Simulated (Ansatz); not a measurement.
# GaSiH5O4: how energies converge with the basis set

How large a basis does GaSiH5O4 need? Two functionals are run in growing sets.

The runs use Ansatz 0.2.0, Gaussian basis; one geometry, several basis sets.

The runs, in order: PBE0-D4/def2-SVP; ωB97M-V/def2-SVP; PBE0-D4/def2-QZVPP; ωB97M-V/def2-QZVPP; the functionals' def2-TZVPP values are taken from earlier runs.

### 1 Structure used throughout

An earlier PBE0-D4/def2-TZVP relaxation fixed the geometry.

11 atoms, charge 0, spin multiplicity 1.

Atoms are counted from 1 here; the program's logs count them from 0.

Bond lengths: O1–Si2 1.697 Å, O1–H7 0.960 Å, Si2–O3 1.629 Å, Si2–O4 1.626 Å, Si2–O5 1.596 Å, O3–H8 0.959 Å, O4–H9 0.958 Å, O5–Ga6 1.875 Å, Ga6–H10 1.561 Å, Ga6–H11 1.562 Å. Angles: Si2–O1–H7 119.6°, O1–Si2–O3 113.4°, O1–Si2–O4 104.6°, O1–Si2–O5 96.6°, O3–Si2–O4 106.2°, O3–Si2–O5 115.1°, O4–Si2–O5 120.2°, Si2–O3–H8 116.0°, Si2–O4–H9 117.0°, Si2–O5–Ga6 102.2°, O5–Ga6–H10 113.4°, O5–Ga6–H11 114.8°, H10–Ga6–H11 128.8°.

### 2 PBE0-D4 in def2-SVP

Input file in.yaml:

```yaml
crystal:
  periodic: [false, false, false]
  atoms:
    - {symbol: O, position_ang: [0.064309, -0.874367, -0.823072]}
    - {symbol: Si, position_ang: [-0.149418, -0.174726, 0.708079]}
    - {symbol: O, position_ang: [0.779746, -0.849549, 1.862915]}
    - {symbol: O, position_ang: [-1.688618, -0.520200, 1.104176]}
    - {symbol: O, position_ang: [0.259201, 1.310098, 0.290927]}
    - {symbol: Ga, position_ang: [0.430674, 1.165799, -1.571123]}
    - {symbol: H, position_ang: [-0.539057, -1.558541, -1.120611]}
    - {symbol: H, position_ang: [1.665309, -0.493050, 1.951292]}
    - {symbol: H, position_ang: [-1.874470, -0.673051, 2.031389]}
    - {symbol: H, position_ang: [1.913434, 1.151630, -2.057877]}
    - {symbol: H, position_ang: [-0.861130, 1.515957, -2.376095]}
basis:
  gaussian: {orbitals: def2-SVP}
hamiltonian: {xc: pbe0, dispersion: d4}
output: {orbitals: {seedname: orbitals}}
```

Run with:

```console
$ ansatz run in.yaml --threads 2 --pin off --events-out ev --progress --plain --max-ram 32768MiB --backend cpu
```

The runs that follow: ωB97M-V in def2-SVP; PBE0-D4 in def2-QZVPP; ωB97M-V in def2-QZVPP.

Q: Predict the results of all the runs planned. Wanted: PBE0-D4: double and triple zeta above quadruple; ωB97M-V: double and triple zeta above quadruple.

The runs gave:

| quantity | value |
| --- | --- |
| PBE0-D4: double and triple zeta above quadruple | 22.31, 1.97 eV |
| ωB97M-V: double and triple zeta above quadruple | 22.39, 1.88 eV |

In words: For PBE0-D4 the step from double to triple zeta gains 20.34 eV and the next only 1.97 eV. Total energies overstate the basis error of differences, where much of it tends to cancel. The LUMO of ωB97M-V is positive and keeps falling with the basis (1.69 to 0.79 eV): an unbound level that the basis holds in place.
